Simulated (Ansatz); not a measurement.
# CH₆O₂SiZn: one species, many methods

One table from this session's results is given with a row withheld; the runs are named, their logs left out.

Program: Ansatz 0.2.0, Gaussian basis. Level of theory: functionals in def2-TZVPP, the program's frozen cores in correlated methods. These are calculated values, not measurements.

Plan: LDA (SPW92), PBE-D4, revPBE-D4, BLYP-D4, r2SCAN-D4, B97M-V, PBE0-D4, B3LYP-D4, r2SCANh-D4, r2SCAN0-D4, HSE06-D4, BHLYP-D4, CAM-B3LYP-D4, LC-ωPBE, ωB97X-V, ωB97M-V, B2PLYP, PBE-QIDH; CCSD(T)/def2-SVP; CCSD(T)/def2-TZVPP; MP2/def2-QZVPP; extrapolation to the limit; RPA on PBE.

**The relaxed structure**

All runs share one geometry, relaxed beforehand with PBE0-D4 in a triple-zeta def2 set.

11 atoms, charge 0, spin multiplicity 1.

Atoms are counted from 1 here; the program's logs count them from 0.

Bond lengths: C1–O2 1.402 Å, C1–H6 1.098 Å, C1–H7 1.098 Å, C1–H8 1.095 Å, O2–Zn3 1.759 Å, Zn3–O4 1.755 Å, O4–Si5 1.623 Å, Si5–H9 1.487 Å, Si5–H10 1.491 Å, Si5–H11 1.493 Å. Angles: O2–C1–H6 112.8°, O2–C1–H7 112.8°, O2–C1–H8 108.2°, H6–C1–H7 107.9°, H6–C1–H8 107.4°, H7–C1–H8 107.4°, C1–O2–Zn3 125.8°, O2–Zn3–O4 173.5°, Zn3–O4–Si5 142.7°, O4–Si5–H9 109.3°, O4–Si5–H10 111.3°, O4–Si5–H11 111.7°, H9–Si5–H10 108.5°, H9–Si5–H11 108.5°, H10–Si5–H11 107.4°.

Geometry (Å):

```xyz
11
CH6O2SiZn
C    -0.56399    2.43256   -1.44533
O    -1.31564    1.53613   -0.67218
Zn   -0.67024    0.20192    0.27546
O    -0.20245   -1.13545    1.31107
Si    0.73678   -2.45800    1.36771
H    -0.01279    1.93673   -2.25502
H     0.15732    3.00727   -0.84959
H    -1.25243    3.14797   -1.90698
H     0.30973   -3.31666    2.50412
H     2.17062   -2.09628    1.56077
H     0.64310   -3.25618    0.10996
```

Set-up of the first run:

Input file in.yaml:

```yaml
crystal:
  periodic: [false, false, false]
  atoms:
    - {symbol: C, position_ang: [-0.563988, 2.432564, -1.445328]}
    - {symbol: O, position_ang: [-1.315641, 1.536128, -0.672177]}
    - {symbol: Zn, position_ang: [-0.670239, 0.201921, 0.275455]}
    - {symbol: O, position_ang: [-0.202449, -1.135447, 1.311071]}
    - {symbol: Si, position_ang: [0.736776, -2.458002, 1.367712]}
    - {symbol: H, position_ang: [-0.012793, 1.936732, -2.255018]}
    - {symbol: H, position_ang: [0.157321, 3.007268, -0.849588]}
    - {symbol: H, position_ang: [-1.252435, 3.147965, -1.906980]}
    - {symbol: H, position_ang: [0.309733, -3.316665, 2.504119]}
    - {symbol: H, position_ang: [2.170623, -2.096284, 1.560769]}
    - {symbol: H, position_ang: [0.643101, -3.256180, 0.109965]}
basis:
  gaussian: {orbitals: def2-TZVPP}
hamiltonian: {xc: lda}
output: {orbitals: {seedname: orbitals}}
```

Launch:

```bash
> ansatz run in.yaml --threads 2 --pin off --events-out ev --progress --plain --max-ram 22528MiB --backend cuda --devices 0, --max-vram 18GiB
```

Among the steps run: LDA; PBE-D4 (GGA); revPBE-D4 (GGA); BLYP-D4 (GGA); r2SCAN-D4 (meta-GGA); B97M-V (meta-GGA); B3LYP-D4 (hybrid); r2SCANh-D4 (hybrid); r2SCAN0-D4 (hybrid); HSE06-D4 (hybrid); BHLYP-D4 (hybrid); CAM-B3LYP-D4 (range-separated); LC-ωPBE (range-separated); ωB97X-V (range-separated); ωB97M-V (range-separated); B2PLYP (double hybrid); PBE-QIDH (double hybrid).

One table of the session follows, with a row left open; its other results are not shown here.

It belongs to the step «Frontier levels by functional». 

| functional | HOMO (eV) | gap (eV) |
| --- | --- | --- |
| LDA (SPW92) | -6.35 | 3.90 |
| PBE-D4 | -6.17 | 3.98 |
| revPBE-D4 | -6.10 | 4.02 |
| BLYP-D4 | -6.09 | 3.94 |
| r2SCAN-D4 | -6.45 | 4.55 |
| B97M-V | -6.58 | 4.41 |
| PBE0-D4 | -7.67 | 6.40 |
| B3LYP-D4 | -7.45 | 5.87 |
| r2SCANh-D4 | ? | ? |
| r2SCAN0-D4 | -7.88 | 6.79 |
| HSE06-D4 | -7.26 | 5.62 |
| BHLYP-D4 | -9.15 | 8.65 |
| CAM-B3LYP-D4 | -9.14 | 8.77 |
| LC-ωPBE | -10.45 | 11.37 |
| ωB97X-V | -10.13 | 10.83 |
| ωB97M-V | -10.08 | 10.44 |

Estimate the missing values for r2SCANh-D4.

Worked estimate for «HOMO (eV)». Against the share of exact exchange, r2SCAN-D4 (0, -6.45), r2SCAN0-D4 (0.25, -7.88) give a slope of -5.72 per unit share; at 0.1 the line stands at -7.02.

**Answer.** HOMO (eV): -7.02; gap (eV): 5.46. In «HOMO (eV)» the line misses by 0.00.
